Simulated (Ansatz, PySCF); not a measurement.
# Pb2Cl8 in two programs

Pb2Cl8 (singlet), relaxed with PySCF 2.14.0, RKS PBE0, Pb def2-SVP with ECP60, Cl def2-SVP; non-relativistic Hamiltonian with scalar-relativistic core potentials where named; density fitting; no spin-orbit coupling:

```xyz
10

Pb    0.0000   -0.0196    2.0877
Pb    0.0000   -0.0196   -2.0877
Cl    1.6478   -0.1515    0.0000
Cl   -1.6478   -0.1515    0.0000
Cl    0.0000    2.3670    2.4247
Cl   -1.8500   -1.0980    3.2289
Cl    1.8500   -1.0980    3.2289
Cl    0.0000    2.3670   -2.4247
Cl   -1.8500   -1.0980   -3.2289
Cl    1.8500   -1.0980   -3.2289
```

There the HOMO–LUMO gap is 3.75 eV. 

The same geometry by Ansatz 0.2.0 (PBE, PAW, a periodic box with 9 Å of vacuum):

```tsv
spin-orbit coupling	gap (eV)	largest force component (eV/Å)
without	1.88	0.16
```

What does the run with spin-orbit coupling give?

gap (eV): 1.90, largest force component (eV/Å): 0.13. It took 34 s on 4 threads of Arm Neoverse V2, on a shared host, peak memory 4 GiB.

The spin-orbit runs use fully relativistic datasets of their own, so changes of a few hundredths of an eV needn't come from the coupling.

A frequency check found unstable modes (1, the lowest at -20 cm⁻¹), so the relaxed geometry is a saddle point, or these are noise.

The two programs differ in functional, so their gaps don't test each other.
